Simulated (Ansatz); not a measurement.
# ClF3H2O2W: small, medium and large basis sets

The task here is to estimate one member of a computed series from the others.

Program: Ansatz 0.2.0, Gaussian basis. Level of theory: one geometry, several basis sets. These are calculated values, not measurements.

The runs, in order: PBE0-D4/def2-SVP; ωB97M-V/def2-SVP; PBE0-D4/def2-QZVPP; ωB97M-V/def2-QZVPP; the functionals' def2-TZVPP values are taken from earlier runs.

1 further run of the same task is left out (for a known fault of the program).

**The relaxed structure**

The geometry comes from an earlier relaxation with PBE0-D4 in a triple-zeta def2 set; it is a stationary point, not always the lowest conformer. W takes the def2 core potential; no spin-orbit term is included.

SMILES `[OH][W]([OH])([F])([F])([F])[Cl]`, 9 atoms, charge 0, spin multiplicity 1.

Atoms are counted from 1 here; the program's logs count them from 0.

Bond lengths: O1–W2 1.851 Å, O1–H8 0.961 Å, W2–O3 1.851 Å, W2–F4 1.857 Å, W2–F5 1.857 Å, W2–F6 1.900 Å, W2–Cl7 2.272 Å, O3–H9 0.961 Å. Angles: W2–O1–H8 129.9°, O1–W2–O3 164.3°, O1–W2–F4 90.2°, O1–W2–F5 90.2°, O1–W2–F6 82.1°, O1–W2–Cl7 97.9°, O3–W2–F4 90.2°, O3–W2–F5 90.2°, O3–W2–F6 82.1°, O3–W2–Cl7 97.9°, F4–W2–F5 177.6°, F4–W2–F6 91.2°, F4–W2–Cl7 88.8°, F5–W2–F6 91.2°, F5–W2–Cl7 88.8°, F6–W2–Cl7 180.0°, W2–O3–H9 129.9°.

The first run:

File in.yaml:

```yaml
crystal:
  periodic: [false, false, false]
  atoms:
    - {symbol: O, position_ang: [-1.613375, -0.042024, 0.870357]}
    - {symbol: W, position_ang: [-0.030574, -0.231215, -0.070528]}
    - {symbol: O, position_ang: [1.615836, 0.060258, -0.864709]}
    - {symbol: F, position_ang: [-0.883833, 0.316232, -1.626267]}
    - {symbol: F, position_ang: [0.812961, -0.851787, 1.462884]}
    - {symbol: F, position_ang: [0.208177, 1.571784, 0.480037]}
    - {symbol: Cl, position_ang: [-0.315917, -2.386704, -0.728869]}
    - {symbol: H, position_ang: [-1.959994, 0.716340, 1.347220]}
    - {symbol: H, position_ang: [2.166719, 0.847126, -0.870125]}
basis:
  gaussian: {orbitals: def2-SVP}
hamiltonian: {xc: pbe0, dispersion: d4}
output: {orbitals: {seedname: orbitals}}
```

On the command line:

```sh
> ansatz run in.yaml --threads 4 --pin off --events-out ev --progress --plain --max-ram 11315MiB
```

Among the steps run: PBE0-D4 in def2-SVP; ωB97M-V in def2-SVP; PBE0-D4 in def2-QZVPP; ωB97M-V in def2-QZVPP.

One table of the session follows, with a row left open; its other results are not shown here.

It belongs to the step «Density functionals: the series». 

| functional | basis | HOMO (eV) | LUMO (eV) |
| --- | --- | --- | --- |
| PBE0-D4 | def2-SVP | -9.71 | -3.86 |
| PBE0-D4 | def2-TZVPP | -9.75 | -3.73 |
| PBE0-D4 | def2-QZVPP | ? | ? |
| ωB97M-V | def2-SVP | -11.93 | -1.71 |
| ωB97M-V | def2-TZVPP | -12.01 | -1.60 |
| ωB97M-V | def2-QZVPP | -12.04 | -1.66 |

Q: Estimate the row for PBE0-D4, def2-QZVPP from the others.

As computed: HOMO (eV): -9.78; LUMO (eV): -3.77. In the column «HOMO (eV)» it lies between ωB97M-V, def2-SVP (-11.93) and PBE0-D4, def2-TZVPP (-9.75).
